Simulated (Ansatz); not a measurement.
# ScGePd (P-62m): relaxation of cell and ions

What cell does ScGePd (P-62m) relax to? The task is a relaxation of cell and ions, for ScGePd (P-62m).

All numbers are computed with the Python package of Ansatz 0.2.0. Level of theory: DFT PBEsol, plane waves, PAW.

## (1) The structure

The structure is hexagonal, space group P-62m (No. 189). Conventional cell: a = 6.729 Å, b = 6.729 Å, c = 3.938 Å, α = 90.00°, β = 90.00°, γ = 120.00°. Sc (site symmetry m2m) is surrounded by 5 Ge at 2.81 to 2.85 Å and 6 Pd at 2.96 to 3.17 Å. Ge (site symmetry -6) has 3 Pd at 2.58 Å and 6 Sc at 2.81 Å as nearest neighbours. Around Ge (site symmetry -62m) lie 6 Pd at 2.58 Å and 3 Sc at 2.85 Å. Pd (site symmetry m2m) has 4 Ge at 2.58 Å and 2 Pd at 2.90 Å and 2 Sc at 2.96 Å as nearest neighbours.

scgepd.xyz, read by the script:

```xyz
9
Lattice="6.72887763 0.0 0.0 -3.36443882 5.82737897 0.0 0.0 0.0 3.9378605" Properties=species:S:1:pos:R:3 pbc="T T T"
Sc   -1.93998707    3.36015616    0.00000000
Sc    1.42445175    2.46722280    0.00000000
Sc    3.87997413    0.00000000    0.00000000
Ge   -0.00000003    3.88491933    1.96893025
Ge    3.36443885    1.94245964    1.96893025
Ge    0.00000000    0.00000000    0.00000000
Pd   -0.83697050    1.44967543    1.96893025
Pd    2.52746831    4.37770353    1.96893025
Pd    1.67394100    0.00000000    1.96893025
```

## (2) Script

run_vcrelax.py

```python
"""Variable-cell relaxation of ScGePd."""

from dataclasses import dataclass
from pathlib import Path
import json

import ansatz as az
from ase import Atoms
from ase.data import atomic_numbers
from ase.io import write
from ase.neighborlist import neighbor_list
import matplotlib.pyplot as plt
import numpy as np
import spglib


@dataclass
class Options:
    functional: str = "PBEsol"
    mesh: tuple[int, ...] = (4, 4, 6)
    filling: str = "Fermi-Dirac"
    force_tol: float = 0.05


settings = Options()

def edges_and_angles(cell):
    cell = np.asarray(cell)
    a, b, c = np.linalg.norm(cell, axis=1)
    cosines = cell[1] @ cell[2] / (b * c), cell[0] @ cell[2] / (a * c), cell[0] @ cell[1] / (a * b)
    return (a, b, c, *np.degrees(np.arccos(cosines)))


def main() -> None:
    structure = az.Crystal.from_extxyz("scgepd.xyz")

    # every cell quantity that the symmetry leaves free
    calculation = (
        structure.calculation()
        .functional(settings.functional)
        .kpoints(*settings.mesh, center="gamma")
        .occupations(settings.filling)
        .relax(force_tolerance=settings.force_tol, cell=True)
        .density()
        .potential()
        .electron_localization_function()
        .output_files(volumetric_format="npy")
    )
    res = calculation.run(threads=1, backend="cpu", events_out="stream.ndjson")
    with open("stream.ndjson") as stream:
        events = [json.loads(line) for line in stream]
    steps = [e["data"] for e in events if e["event"] == "relax_step"]
    summary = res.report
    for s in steps:
        flag = "" if s["accepted"] else "  (rejected)"
        print("step %2d  E = %.5f eV  largest force component = %.4f eV/A%s" % (s["step"], s["lagrangian_ev"], s["allowed_force_max_ev_ang"], flag))

    first, last = steps[0], steps[-1]
    symbols = [site.symbol for site in res.lattice.sites]
    print(f"energy gained {first['lagrangian_ev'] - last['lagrangian_ev']:.4f} eV in {len(steps) - 1} steps")
    for label, vectors in (("before", first["cell_ang"]), ("after", res.lattice.cell_ang)):
        print(label, "a b c (A) {:.4f} {:.4f} {:.4f}  angles {:.2f} {:.2f} {:.2f}".format(*edges_and_angles(vectors)), f" V = {abs(np.linalg.det(vectors)):.3f} A^3")
    print("final stress xx yy zz (GPa, compression positive):", np.round(np.diag(summary["stress_gpa"]), 3) + 0.0)

    fractions = [site.position_frac for site in res.lattice.sites]
    numbers = [atomic_numbers[s] for s in symbols]
    for tolerance in (1e-3, 1e-2, 1e-1):
        print(f"space group at {tolerance} A:", spglib.get_spacegroup((res.lattice.cell_ang, fractions, numbers), symprec=tolerance))

    fig, (top, bottom) = plt.subplots(2, 1, sharex=True, figsize=(4.5, 4))
    top.plot([s["lagrangian_ev"] - last["lagrangian_ev"] for s in steps], "o-")
    top.set_ylabel("E - E(final) (eV)")
    bottom.semilogy([max(s["allowed_force_max_ev_ang"], 1e-6) for s in steps], "s-")
    bottom.set(xlabel="step", ylabel="largest force (eV/A)")
    fig.tight_layout()
    fig.savefig("relax.png", dpi=100)

    final = Atoms(symbols, positions=last["positions_ang"], cell=res.lattice.cell_ang, pbc=True)
    i, j, d = neighbor_list("ijd", final, 4.5)
    print("neighbours within 1.15 times the shortest distance of each atom (A)")
    for atom in range(len(final)):
        near = [m for m in np.argsort(d) if i[m] == atom]
        shell = [m for m in near if d[m] < 1.15 * d[near[0]]]
        print(f"{symbols[atom]}{atom} ({len(shell)}):", ", ".join(f"{symbols[j[m]]} {d[m]:.3f}" for m in shell))

    relaxed = Atoms(symbols, positions=[site.position_ang for site in res.lattice.sites], cell=res.lattice.cell_ang, pbc=True)
    write("relaxed.vasp", relaxed, format="vasp")

    print("%-22s %14.5f eV" % ("F = E - TS", summary["free_energy_ev"]))
    print("%-22s %14.5f eV" % ("E", summary["internal_energy_ev"]))
    print("%-22s %14.5f eV" % ("Harris-Foulkes", summary["harris_foulkes_ev"]))
    print("%-22s %14.5f eV" % ("Fermi level", summary["fermi_energy_ev"]))

    folder = Path(res.write_results("fields"))
    print("densities in e/A^3, potentials in eV, ELF without unit")
    for name in sorted(p.name for p in folder.glob("*.npy")):
        field = np.load(folder / name)
        print(f"{name:16s} {str(field.shape):16s} min {field.min():10.4f}  mean {field.mean():10.4f}  max {field.max():10.4f}")


if __name__ == "__main__":
    main()
```

## (3) What the engine is handed

The package turns the script's settings into the engine's input:

```yaml
crystal:
  lattice:
    - [6.72887763, 0.0, 0.0]
    - [-3.36443882, 5.82737897, 0.0]
    - [0.0, 0.0, 3.9378605]
  atoms:
    - { symbol: Sc, position: [-7.09578307914546e-10, 0.5766153492502307, 0.0] }
    - { symbol: Sc, position: [0.4233846498113777, 0.4233846490337319, 0.0] }
    - { symbol: Sc, position: [0.5766153500401819, 0.0, 0.0] }
    - { symbol: Ge, position: [0.33333333080034594, 0.6666666695267289, 0.5] }
    - { symbol: Ge, position: [0.666666670685786, 0.33333333047327107, 0.5] }
    - { symbol: Ge, position: [0.0, 0.0, 0.0] }
    - { symbol: Pd, position: [7.349355247759282e-11, 0.2487697191933272, 0.5] }
    - { symbol: Pd, position: [0.751230279652443, 0.7512302790906354, 0.5] }
    - { symbol: Pd, position: [0.2487697194160447, 0.0, 0.5] }
kpoints:
  mp_grid:
    grid: [4, 4, 6]
    shift: [0.0, 0.0, 0.0]
hamiltonian:
  xc: pbesol
scf:
  occupations:
    method: fermi_dirac
relax:
  f_tol: 0.05
  cell: {}
output:
  write_density: true
  write_potential: true
  volumetric_format: npy
  elf: true
```

## (4) Running it

On the command line:

```sh
$ python run_vcrelax.py
```

What it wrote:

```text
DeckWarning: basis.ecutwfc = 420 eV, auto-derived from the records' recommended cutoffs: set by Sc (normal level)
step  1  E = -39823.55378 eV  largest force component = 0.0480 eV/A
step  2  E = -39823.57598 eV  largest force component = 0.0897 eV/A
step  3  E = -39823.60841 eV  largest force component = 0.0241 eV/A
step  4  E = -39823.60870 eV  largest force component = 0.0129 eV/A
step  5  E = -39823.60778 eV  largest force component = 0.0129 eV/A
step  6  E = -39823.60782 eV  largest force component = 0.0012 eV/A
step  7  E = -39823.60781 eV  largest force component = 0.0012 eV/A
energy gained 0.0540 eV in 6 steps
before a b c (A) 6.7289 6.7289 3.9379  angles 90.00 90.00 120.00  V = 154.410 A^3
after a b c (A) 6.6356 6.6356 3.9402  angles 90.00 90.00 120.00  V = 150.249 A^3
final stress xx yy zz (GPa, compression positive): [0.001 0.001 0.003]
space group at 0.001 A: P-62m (189)
space group at 0.01 A: P-62m (189)
space group at 0.1 A: P-62m (189)
neighbours within 1.15 times the shortest distance of each atom (A)
Sc0 (11): Ge 2.794, Ge 2.794, Ge 2.794, Ge 2.794, Ge 2.812, Pd 2.938, Pd 2.938, Pd 3.141, Pd 3.141, Pd 3.141, Pd 3.141
Sc1 (11): Ge 2.794, Ge 2.794, Ge 2.794, Ge 2.794, Ge 2.812, Pd 2.938, Pd 2.938, Pd 3.141, Pd 3.141, Pd 3.141, Pd 3.141
Sc2 (11): Ge 2.794, Ge 2.794, Ge 2.794, Ge 2.794, Ge 2.812, Pd 2.938, Pd 2.938, Pd 3.141, Pd 3.141, Pd 3.141, Pd 3.141
Ge3 (9): Pd 2.544, Pd 2.544, Pd 2.544, Sc 2.794, Sc 2.794, Sc 2.794, Sc 2.794, Sc 2.794, Sc 2.794
Ge4 (9): Pd 2.544, Pd 2.544, Pd 2.544, Sc 2.794, Sc 2.794, Sc 2.794, Sc 2.794, Sc 2.794, Sc 2.794
Ge5 (9): Pd 2.566, Pd 2.566, Pd 2.566, Pd 2.566, Pd 2.566, Pd 2.566, Sc 2.812, Sc 2.812, Sc 2.812
Pd6 (6): Ge 2.544, Ge 2.544, Ge 2.566, Ge 2.566, Pd 2.848, Pd 2.848
Pd7 (6): Ge 2.544, Ge 2.544, Ge 2.566, Ge 2.566, Pd 2.848, Pd 2.848
Pd8 (6): Ge 2.544, Ge 2.544, Ge 2.566, Ge 2.566, Pd 2.848, Pd 2.848
F = E - TS               -39823.60781 eV
E                        -39823.46635 eV
[...]
Fermi level                  14.91344 eV
densities in e/A^3, potentials in eV, ELF without unit
elf.npy          (45, 45, 27)     min     0.0080  mean     0.3185  max     0.7634
rho.npy          (45, 45, 27)     min     0.0905  mean     0.8586  max    56.9551
v_es.npy         (45, 45, 27)     min   -76.3639  mean     7.1995  max    18.0766
v_tot.npy        (45, 45, 27)     min  -103.3749  mean    -4.4290  max     9.9820
```

(Warnings from the package without file and line.)

Wall time 4.2 min (1 thread of Arm Neoverse N1, shared host); peak memory 0.64 GiB.

File relaxed.vasp afterwards:

```text
Sc Ge Pd
 1.0000000000000000
     6.6356150094881503    0.0000000028467407    0.0000000000000000
    -3.3178075072094249    5.7466111665266872    0.0000000000000000
     0.0000000000000000    0.0000000000000000    3.9401933854855353
 Sc  Ge  Pd
   3   3   3
Cartesian
 -1.9120451896957182  3.3117594116395161  0.0000000000000000
  1.4057623154245584  2.4348517560933423  0.0000000000000000
  3.8240903765498850  0.0000000016405703  0.0000000000000000
 -0.0000000016435663  3.8310741119667049  1.9700966927427677
  3.3178075039222921  1.9155370574067230  1.9700966927427677
  0.0000000000000002 -0.0000000000000001  0.0000000000000000
 -0.8220615216970792  1.4238523211160379  1.9700966927427677
  2.4957459818033372  4.3227588475520458  1.9700966927427677
  1.6441230421724669  0.0000000007053440  1.9700966927427677
```

## (5) What the engine kept of the run

From the engine's report, whether the script printed it or not:

```tsv
item	value
SCF cycles in all	48
k-points solved	16
plane waves	2929
bands	78
valence electrons	129
free energy (eV)	-39823.60781
Fermi level (eV)	14.913
pressure (GPa; positive when compressed)	0.00
```

## (6) The relaxation, step by step

Relaxation path:

```
step  energy from step 1 (eV/cell)  largest force component (eV/Å)  pressure (GPa)  volume (Å³)
   1                        0.0000                          0.0480           -3.49       154.41
   2                       -0.0222                          0.0897            3.17       146.96
   3                       -0.0546                          0.0241           -0.15       150.42
   4                       -0.0549                          0.0129           -0.01       150.26
   5                       -0.0540                          0.0129            0.00       150.26
   6                       -0.0540                          0.0012            0.00       150.25
   7                       -0.0540                          0.0012            0.00       150.25
```

Step 1 is the start. Steps 5, 7 each repeat the geometry before them on a plane-wave basis chosen anew, so the energy can jump there without any move.

|  | before | after | change |
| --- | --- | --- | --- |
| a (Å) | 6.729 | 6.636 | -1.4 % |
| b (Å) | 6.729 | 6.636 | -1.4 % |
| c (Å) | 3.938 | 3.940 | +0.1 % |
| volume (Å³/atom) | 17.16 | 16.69 | -2.7 % |
| shortest distance (Å) | 2.575 | 2.544 | -1.2 % |
| space group (0.01 Å) | P-62m | P-62m | same |

The run keeps the 12 symmetry operations of the start, so it could not have lowered the symmetry.

## (7) Real-space pictures

Density in a lattice plane of the grid's cell (edges 6.64 and 3.94 Å, at 1.000 of the third edge), which holds Sc and Ge and Pd.

Ten even steps from '0' (0.09 e/Å³) to '9' (56.66 e/Å³):
```
310000000000001000000001
000000000000000000000000
000000000000000000000000
000000000000000000000000
000001110000000000000000
000012221000000000000000
000001110000000000000000
000000000000000000000000
000000000000000000000000
000000000000000000000000
310000000000001000000001
940000000000011100000004
```
Columns run along the first of these edges and rows up along the second, over one cell in 24 and 12 even steps from the bottom left corner. Atoms in the plane (fractional): Sc at (0.58, 0.00), Ge at (0.00, 0.00), Pd at (0.25, 0.50).

ELF in the same plane.

Ten even steps from '0' (0.02) to '9' (0.76):
```
003455332116975893146530
334543333312688851146543
444333333331011101245555
443356665333100012333344
222466566433321123333222
222564356533322223332222
222466566433321123333222
443356665333100012333344
444333333331011101245555
334543333312688851146543
003455332116975893146530
401455432017930595135410
```
Columns run along the first of these edges and rows up along the second, over one cell in 24 and 12 even steps from the bottom left corner. Atoms in the plane (fractional): Sc at (0.58, 0.00), Ge at (0.00, 0.00), Pd at (0.25, 0.50).

Both are smooth fields of the valence electrons: close to the nuclei they are not physical.

Outside the cores ELF peaks at 0.67 beside Ge, off the lines to its neighbours, 1.4 Å from Ge.

## (8) Outcome

| quantity | value |
| --- | --- |
| free energy | -39823.6078 eV (-4424.8453 eV/atom) |
| moves of the relaxation | 4 |
| energy gained (ahead of the last change of basis) | 6.0 meV/atom |
| last largest force component | 0.0012 eV/Å |
| relaxed conventional cell | a = 6.636 Å, b = 6.636 Å, c = 3.940 Å, α = 90.00°, β = 90.00°, γ = 120.00° |
| space group at the end | P-62m |
| highest ELF outside the cores | 0.67, beside Ge, off the lines to its neighbours |

What this shows: Over 4 moves the cell shrank by 2.7 % in volume, and the space group stayed P-62m. What to keep in mind:
- The mesh is modest for a metal, so energies can be off by several to tens of meV an atom and pressures by half a GPa or more; differences at equal mesh fare better.
- An absolute Fermi energy rests on an arbitrary zero of the periodic potential and has no direct meaning.
- Energies along a relaxation are free energies. Rows at an unchanged volume are solved on a plane-wave basis chosen afresh for that cell, so the energy jumps there and such rows are no steps of the walk.
- Densities and potentials on the grid are those of the valence electrons, and inside the cores they hang on the potentials used.
- The structure comes from a database of computed cells and needn't be a stable or known phase.
